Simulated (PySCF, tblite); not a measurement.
# C₆H₁₁BrSi₂: geometry, infrared bands and NMR shifts

Wanted: the infrared bands and NMR shifts of C₆H₁₁BrSi₂ (`C#CCC[Si]1(Br)C[SiH2]C1`), by calculation.

The runs use tblite 0.8.0 and PySCF 2.14.0, with density-fitted response routines of our own; the level of theory stands in each step. All values are computed, except where a source is named. Atoms are numbered from 0 throughout.

**1. The molecule as given**

20 atoms, charge 0, multiplicity 1; geometry from: force field or distance geometry start.

Bonds of the start (Å): C0–C1 1.21, C1–C2 1.47, C2–C3 1.51, C3–Si4 1.85, Si4–Br5 2.24, Si4–C6 1.86, C6–Si7 1.88, Si7–C8 1.87, C8–Si4 1.89, C0–H9 1.07, C2–H10 1.09, C2–H11 1.13, C3–H12 1.10, C3–H13 1.11, C6–H14 1.11, C6–H15 1.10, Si7–H16 1.47, Si7–H17 1.45, C8–H18 1.12, C8–H19 1.09.

**2. Optimising the geometry with GFN2-xTB**

The job: settings as JSON, then the geometry in Å.

```
{"job": {"kind": "relax", "xc": "GFN2-xTB", "basis": "xTB"}, "charge": 0, "multiplicity": 1}
C      3.339100     1.115000    -0.030800
C      2.741400     0.222800    -0.582800
C      2.048400    -0.881400    -1.258400
C      0.848900    -1.287300    -0.427800
Si    -0.344300     0.092000    -0.144200
Br     0.373800     2.126800    -0.743200
C     -1.173900     0.186600     1.515300
Si    -2.623400     0.914000     0.562500
C     -2.078300    -0.238900    -0.811400
H      3.853100     1.906000     0.469400
H      2.758700    -1.692900    -1.412800
H      1.704200    -0.534800    -2.279200
H      0.338800    -2.132700    -0.920900
H      1.248400    -1.644300     0.550000
H     -0.744800     0.917400     2.238700
H     -1.354300    -0.824100     1.917800
H     -3.930800     0.626100     1.164200
H     -2.356100     2.304400     0.231000
H     -2.422200    -1.289000    -0.621000
H     -2.231900     0.125100    -1.829300
```

The run is started by

```
OMP_NUM_THREADS=1 python probes_run.py task.json out
```

The driver reads the jobs from task.json and runs them one after another.

Log:

```text
step      E/eV     max force
  0    -704.74008    1.852
  1    -704.91685    1.516
  2    -704.92279    4.146
  3    -705.05397    0.683
  4    -705.12477    1.122
  5    -705.18702    1.111
  6    -705.21779    0.428
  7    -705.23838    0.336
  8    -705.25347    0.415
  9    -705.26863    0.368
 10    -705.28627    0.357
 11    -705.30523    0.386
 12    -705.32315    0.306
 13    -705.33874    0.257
 14    -705.35190    0.229
 15    -705.36260    0.224
 16    -705.36991    0.176
 17    -705.37496    0.174
 18    -705.38039    0.176
 19    -705.38853    0.266
 20    -705.39928    0.299
 21    -705.40929    0.220
 22    -705.41626    0.183
 23    -705.42156    0.181
 24    -705.42668    0.268
 25    -705.43231    0.262
 26    -705.43784    0.171
 27    -705.44265    0.175
 28    -705.44719    0.176
 29    -705.45252    0.226
 30    -705.45846    0.180
 31    -705.46405    0.177
 32    -705.46890    0.161
 33    -705.47291    0.236
 34    -705.47646    0.227
 35    -705.47989    0.141
 36    -705.48289    0.135
 37    -705.48582    0.172
 38    -705.48932    0.201
 39    -705.49296    0.161
 40    -705.49587    0.124
 41    -705.49781    0.125
 42    -705.49961    0.212
 43    -705.50168    0.189
 44    -705.50619    0.093
 45    -705.50769    0.089
 46    -705.50990    0.102
 47    -705.51185    0.135
 48    -705.51486    0.139
 49    -705.51782    0.137
 50    -705.52026    0.112
 51    -705.52210    0.118
 52    -705.52379    0.102
 53    -705.52549    0.113
 54    -705.52709    0.112
 55    -705.52845    0.089
 56    -705.52936    0.074
 57    -705.53019    0.080
 58    -705.53121    0.074
 59    -705.53233    0.092
 60    -705.53327    0.072
 61    -705.53392    0.063
 62    -705.53439    0.064
 63    -705.53485    0.061
 64    -705.53530    0.058
 65    -705.53573    0.069
 66    -705.53615    0.067
 67    -705.53656    0.048
 68    -705.53688    0.046
 69    -705.53713    0.046
 70    -705.53736    0.058
 71    -705.53762    0.060
 72    -705.53790    0.040
 73    -705.53817    0.045
 74    -705.53846    0.047
 75    -705.53882    0.043
 76    -705.53929    0.056
 77    -705.53978    0.048
 78    -705.54014    0.054
 79    -705.54039    0.040
 80    -705.54060    0.041
 81    -705.54092    0.049
 82    -705.54118    0.056
 83    -705.54144    0.045
 84    -705.54163    0.027
 85    -705.54178    0.029
 86    -705.54191    0.029
 87    -705.54206    0.036
 88    -705.54223    0.035
 89    -705.54239    0.031
 90    -705.54257    0.042
 91    -705.54281    0.048
 92    -705.54321    0.060
 93    -705.54377    0.065
 94    -705.54436    0.051
 95    -705.54482    0.051
 96    -705.54518    0.045
 97    -705.54557    0.042
 98    -705.54614    0.055
 99    -705.54691    0.064
100    -705.54783    0.073
101    -705.54884    0.082
102    -705.54989    0.087
103    -705.55111    0.081
104    -705.55293    0.099
105    -705.55488    0.431
106    -705.55738    0.121
107    -705.56031    0.133
108    -705.56504    0.199
109    -705.56369    0.392
110    -705.57116    0.181
111    -705.57519    0.155
112    -705.58239    0.178
113    -705.58719    0.213
114    -705.58993    0.181
115    -705.59357    0.141
116    -705.59496    0.167
117    -705.59660    0.089
118    -705.59855    0.121
119    -705.59977    0.090
120    -705.60154    0.114
121    -705.60333    0.090
122    -705.60453    0.090
123    -705.60519    0.066
124    -705.60586    0.082
125    -705.60642    0.082
126    -705.60688    0.050
127    -705.60717    0.069
128    -705.60738    0.044
129    -705.60761    0.045
130    -705.60793    0.042
131    -705.60838    0.048
132    -705.60898    0.053
133    -705.60967    0.048
134    -705.61023    0.042
135    -705.61060    0.047
136    -705.61089    0.045
137    -705.61122    0.052
138    -705.61163    0.048
139    -705.61210    0.058
140    -705.61242    0.048
141    -705.61271    0.036
142    -705.61298    0.023
143    -705.61319    0.026
144    -705.61332    0.025
145    -705.61341    0.026
146    -705.61352    0.026
147    -705.61369    0.037
148    -705.61396    0.045
149    -705.61428    0.049
150    -705.61462    0.043
151    -705.61495    0.036
152    -705.61530    0.039
153    -705.61568    0.042
154    -705.61602    0.041
155    -705.61631    0.037
156    -705.61659    0.046
157    -705.61700    0.065
158    -705.61754    0.068
159    -705.61812    0.067
160    -705.61860    0.053
161    -705.61906    0.065
162    -705.61950    0.059
163    -705.62005    0.056
164    -705.62058    0.061
165    -705.62109    0.073
166    -705.62149    0.053
167    -705.62203    0.058
168    -705.62270    0.060
169    -705.62314    0.071
170    -705.62354    0.051
171    -705.62375    0.097
172    -705.62395    0.029
173    -705.62411    0.019
174    -705.62428    0.033
175    -705.62445    0.025
176    -705.62459    0.029
177    -705.62470    0.019
178    -705.62478    0.024
179    -705.62486    0.028
180    -705.62498    0.035
181    -705.62512    0.023
182    -705.62524    0.026
183    -705.62535    0.025
184    -705.62544    0.024
185    -705.62554    0.024
186    -705.62565    0.022
187    -705.62578    0.023
188    -705.62594    0.029
189    -705.62613    0.036
190    -705.62637    0.035
191    -705.62663    0.036
192    -705.62690    0.043
193    -705.62720    0.039
194    -705.62749    0.046
195    -705.62774    0.043
196    -705.62792    0.031
197    -705.62805    0.030
198    -705.62815    0.018
199    -705.62826    0.017
200    -705.62832    0.016
201    -705.62840    0.018
202    -705.62846    0.020
203    -705.62853    0.017
204    -705.62859    0.015
205    -705.62865    0.015
206    -705.62869    0.014
207    -705.62871    0.012
208    -705.62873    0.008
```

Run time: 9.2 s. Hardware: 1 thread of Intel Xeon at 2.50GHz, shared host.

Along the way: (not every step is listed)

```
step  energy from step 0 (eV)  largest force (eV/Å)
   0                   0.0000                1.8517
   1                  -0.1768                1.5161
   2                  -0.1827                4.1461
   3                  -0.3139                0.6834
   4                  -0.3847                1.1224
   5                  -0.4469                1.1108
   6                  -0.4777                0.4278
   7                  -0.4983                0.3364
   8                  -0.5134                0.4149
  27                  -0.7026                0.1753
  46                  -0.7698                0.1019
  65                  -0.7956                0.0692
  84                  -0.8016                0.0271
 103                  -0.8110                0.0814
 122                  -0.8644                0.0903
 141                  -0.8726                0.0361
 160                  -0.8785                0.0534
 179                  -0.8848                0.0280
 198                  -0.8881                0.0181
 203                  -0.8884                0.0171
 204                  -0.8885                0.0154
 205                  -0.8886                0.0146
 206                  -0.8886                0.0141
 207                  -0.8886                0.0117
 208                  -0.8886                0.0082
```

Close pairs (by a distance rule), those that changed most:

```
  bond  before (Å)  after (Å)  change (Å)
C3–Si4       1.846      1.898      +0.052
Si4–C6       1.858      1.909      +0.052
Si7–C8       1.875      1.920      +0.045
C6–Si7       1.881      1.922      +0.041
C2–H11       1.132      1.095      -0.037
C8–H18       1.121      1.087      -0.034
C6–H14       1.114      1.087      -0.028
Si4–C8       1.887      1.912      +0.025
```

The next job starts from the end point, and lists it.

**3. Vibrational analysis with GFN2-xTB**

The job: settings as JSON, then the geometry in Å.

```
{"job": {"kind": "ir", "xc": "GFN2-xTB", "basis": "xTB"}, "charge": 0, "multiplicity": 1}
C      2.939041     0.401972     1.125635
C      2.630562    -0.127234     0.097679
C      2.216366    -0.777575    -1.127735
C      0.766408    -1.260926    -1.037450
Si    -0.460985     0.151958    -0.723779
Br    -0.093738     1.706276    -2.305099
C     -0.623172     0.978386     0.989735
Si    -2.524880     0.698844     0.992115
C     -2.327184    -0.260864    -0.658855
H      3.227432     0.874935     2.016334
H      2.881662    -1.625447    -1.320985
H      2.324901    -0.069330    -1.955196
H      0.506895    -1.772705    -1.966169
H      0.681408    -1.994282    -0.234682
H     -0.303746     2.016105     1.034635
H     -0.092653     0.456826     1.781697
H     -3.003385    -0.122403     2.101297
H     -3.288546     1.935026     0.852391
H     -2.547969    -1.322493    -0.585493
H     -2.913564     0.123612    -1.488807
```

Log:

```text
mode    cm-1     km/mol
  1      20.8      0.52
  2      40.1      0.94
  3      65.2      0.69
  4     101.1      4.69
  5     115.2      0.22
  6     150.2     11.52
  7     161.1      4.08
  8     191.1      1.83
  9     240.7      4.90
 10     303.4      2.33
 11     318.1      3.29
 12     411.4     14.07
 13     435.6     26.91
 14     482.5      7.63
 15     489.1      0.03
 16     603.5     43.09
 17     612.5     19.41
 18     637.1     16.30
 19     649.8     28.36
 20     666.5     28.16
 21     674.7      0.22
 22     697.5    219.60
 23     723.6     83.48
 24     743.1    171.27
 25     754.6    321.84
 26     783.1    268.90
 27     814.6     31.99
 28     910.3      0.44
 29     935.4      8.78
 30     944.9      3.25
 31     956.5     15.50
 32    1077.9      2.07
 33    1085.4    130.09
 34    1089.0     11.38
 35    1121.6     13.56
 36    1172.5      5.82
 37    1284.8      5.86
 38    1322.2      0.89
 39    1457.8     14.07
 40    1461.0      4.97
 41    1461.7      3.46
 42    1469.3      7.64
 43    2280.2    482.47
 44    2293.6    269.62
 45    2295.3     10.64
 46    2934.2     40.16
 47    2954.7     17.94
 48    2968.3     54.19
 49    2986.1     16.11
 50    3005.9      9.38
 51    3010.0     63.08
 52    3017.3     12.36
 53    3019.1      7.74
 54    3397.7      3.40
```

Run time: 4.3 s. Hardware: 1 thread of Intel Xeon at 2.50GHz, shared host.

Which atoms move in the most intense modes:

```
cm⁻¹  km/mol                                 atoms
 698   219.6            C6 17 %, C8 17 %, H19 10 %
 724    83.5                      C6 26 %, C8 16 %
 743   171.3  C3 13 %, H12 12 %, C8 12 %, H13 12 %
 755   321.8                    H16 40 %, H17 34 %
 783   268.9                     C8 25 %, Si4 16 %
1085   130.1           H14 26 %, H15 26 %, C6 19 %
2280   482.5                              H16 92 %
2294   269.6                              H17 93 %
```

**4. NMR shieldings: PBE0/pcSseg-1**

Settings changed since step 3:

```diff
@@ -1,2 +1,2 @@
-{"job": {"kind": "ir", "xc": "GFN2-xTB", "basis": "xTB"}, "charge": 0, "multiplicity": 1}
+{"job": {"kind": "nmr", "xc": "PBE0", "basis": "pcSseg-1"}, "charge": 0, "multiplicity": 1}
 C      2.939041     0.401972     1.125635
```

With the program's defaults for keys left out, this is: GIAO PBE0/pcSseg-1 NMR shielding, non-relativistic, gas phase.

Log:

```text
coarse grid: 78432 points
cycle   1  E = -3387.1466988215  dE = -2.566e-01  |g| = 8.916e-01  |ddm| = 4.381e+00
cycle   2  E = -3387.1304905818  dE =  1.621e-02  |g| = 7.112e-01  |ddm| = 1.273e+00
cycle   3  E = -3387.2352129477  dE = -1.047e-01  |g| = 1.861e-01  |ddm| = 8.341e-01
cycle   4  E = -3387.2437828491  dE = -8.570e-03  |g| = 5.546e-02  |ddm| = 2.429e-01
cycle   5  E = -3387.2444630868  dE = -6.802e-04  |g| = 2.428e-02  |ddm| = 6.427e-02
cycle   6  E = -3387.2445936645  dE = -1.306e-04  |g| = 6.969e-03  |ddm| = 2.070e-02
cycle   7  E = -3387.2446058028  dE = -1.214e-05  |g| = 1.113e-03  |ddm| = 6.910e-03
cycle   8  E = -3387.2446060462  dE = -2.434e-07  |g| = 3.090e-04  |ddm| = 1.435e-03
final grid: 163272 points
cycle   9  E = -3387.2446721989  dE = -1.128e-07  |g| = 3.413e-04  |ddm| = 4.079e-03
cycle  10  E = -3387.2446721888  dE =  1.008e-08  |g| = 4.019e-04  |ddm| = 9.205e-04
cycle  11  E = -3387.2446722287  dE = -3.995e-08  |g| = 7.393e-05  |ddm| = 4.864e-04
cycle  12  E = -3387.2446722300  dE = -1.303e-09  |g| = 1.946e-05  |ddm| = 6.537e-05
cycle  13  E = -3387.2446722301  dE = -8.731e-11  |g| = 7.529e-06  |ddm| = 2.411e-05
converged SCF energy = -3387.2446722301

GIAO shielding tensors (ppm)
atom      isotropic    diamagn.    paramagn.     s11        s22        s33       span
  0 C      108.719     258.766    -150.047     36.020     42.274    247.863    211.843
  1 C       97.106     265.939    -168.834     -4.155      4.170    291.302    295.458
  2 C      171.400     249.327     -77.927    161.782    171.139    181.280     19.498
  3 C      163.152     255.457     -92.306    158.328    160.337    170.791     12.463
  4 Si     296.670     879.239    -582.568    275.611    285.190    329.210     53.598
  5 Br    2592.369    3127.049    -534.680   2376.868   2569.233   2831.007    454.138
  6 C      171.176     259.106     -87.931    142.808    173.001    197.718     54.910
  7 Si     394.868     880.788    -485.920    371.490    387.962    425.151     53.661
  8 C      176.402     260.357     -83.955    150.608    176.483    202.116     51.508
  9 H       30.300      34.857      -4.557     24.625     25.788     40.487     15.862
 10 H       29.096      26.000       3.097     23.147     27.067     37.075     13.928
 11 H       28.763      28.795      -0.031     24.208     29.045     33.037      8.829
 12 H       30.688      31.506      -0.817     26.716     28.571     36.778     10.062
 13 H       30.455      33.324      -2.869     26.290     29.148     35.927      9.637
 14 H       30.429      32.769      -2.340     26.905     28.680     35.702      8.796
 15 H       30.330      34.584      -4.254     25.264     29.725     36.001     10.738
 16 H       27.010      29.417      -2.407     23.829     24.317     32.884      9.055
 17 H       26.890      29.276      -2.385     23.951     24.230     32.490      8.539
 18 H       30.807      32.185      -1.377     26.682     28.225     37.516     10.834
 19 H       30.668      30.562       0.105     26.037     28.822     37.144     11.107
```

Run time: 2.9 min. Hardware: 1 thread of Intel Xeon at 2.50GHz, shared host; peak memory 1.2 GiB.

The references, computed at this level on geometries of the same kind, shield at (ppm): 1H TMS 31.72, 13C TMS 186.9, 29Si TMS 349.2, 79Br HBr 2622. Their shielding less the atom's gives the shift. The references are single molecules in the gas phase. Atoms listed in one row are averaged.

```
   atoms                                                environment  σ (ppm)  δ (ppm)  δ scaled to CDCl3
      C1                                              alkyne carbon     97.1     89.8               85.7
      C0                                     terminal alkyne carbon    108.7     78.2               74.4
      C3                                       sp3 CH2 bonded to Si    163.2     23.8               21.3
      C2                                        propargylic sp3 CH2    171.4     15.5               13.2
  C6, C8                                     sp3 CH2 bonded to 2 Si    173.8     13.1               10.9
     H17  hydrogen on a silicon bonded to 2 C, in a 4-membered ring    26.89     4.83                  –
     H16  hydrogen on a silicon bonded to 2 C, in a 4-membered ring    27.01     4.71                  –
H10, H11                          hydrogen on a propargylic sp3 CH2    28.93     2.79               2.73
      H9                       hydrogen on a terminal alkyne carbon    30.30     1.42               1.44
H14, H19                      hydrogen on an sp3 CH2 bonded to 2 Si    30.55     1.17               1.21
H15, H18                      hydrogen on an sp3 CH2 bonded to 2 Si    30.57     1.15               1.19
H12, H13                        hydrogen on an sp3 CH2 bonded to Si    30.57     1.15               1.19
     Si4            silicon bonded to 3 C, Br, in a 4-membered ring    296.7     52.5                  –
     Si7           silicon bonded to 2 C, 2 H, in a 4-membered ring    394.9    -45.7                  –
     Br5                                       bromine bonded to Si     2592       30                  –
```

The scaled column applies a straight-line fit of computed shieldings to shifts measured in CDCl3, with any fitted terms for Cl, Br or S neighbours (root-mean-square error 0.16 ppm for H, 1.9 ppm for C).

The run also stored atomic charges by several schemes (e):

```
 atoms  Mulliken    IAO  Hirshfeld  ESP fit
    C0     -0.36  -0.25      -0.12    -0.47
    C1      0.13  -0.03      -0.03     0.01
    C2     -0.15  -0.27      -0.05    -0.01
    C3     -0.53  -0.53      -0.15    -0.39
   Si4      1.12   1.00       0.38     0.45
   Br5     -0.40  -0.28      -0.12    -0.17
C6, C8     -0.83  -0.84      -0.26    -0.51
   Si7      0.65   0.76       0.34     0.47
```

Mayer bond orders: C0–C1 2.57, C1–C2 1.06, C2–C3 1.05, C3–Si4 0.91, Si4–Br5 0.89, Si4–C6 0.93, C6–Si7 0.91, Si7–C8 0.91, C8–Si4 0.91.

Ring of atoms Si4, C6, Si7, C8: NICS(0) 0.2, NICS(1) -1.1, NICS(1)zz 4.8 ppm (means of both faces).

**5. Summary of results**

```
                                                               quantity                                         value
                              strongest single infrared mode (GFN2-xTB)                         2280 cm⁻¹, 482 km/mol
                                           zero-point energy (GFN2-xTB)                                 91.2 kcal/mol
13C shifts against TMS (PBE0/pcSseg-1, means over atoms taken as alike)              89.8, 78.2, 23.8, 15.5, 13.1 ppm
 1H shifts against TMS (PBE0/pcSseg-1, means over atoms taken as alike)  4.83, 4.71, 2.79, 1.42, 1.17, 1.15, 1.15 ppm
                                29Si shifts against TMS (PBE0/pcSseg-1)                               52.5, -45.7 ppm
                                79Br shifts against HBr (PBE0/pcSseg-1)                                        30 ppm
```

What this shows: Over 208 steps the energy fell by 0.889 eV; of the close pairs, C3–Si4 changed most, 1.846 to 1.898 Å. No mode is imaginary among the 54: a minimum at this level. The strongest single mode, at 2280 cm⁻¹, moves mainly H16. Unscaled tight-binding wavenumbers are off by several per cent, some by more. Its intensities can rank the bands wrongly. At PBE0/pcSseg-1: The widest tensor belongs to Br5: span 454 ppm, with a paramagnetic part of -535 ppm. Spin-orbit coupling is left out, which matters for shieldings and couplings at and beside the heavy atoms.
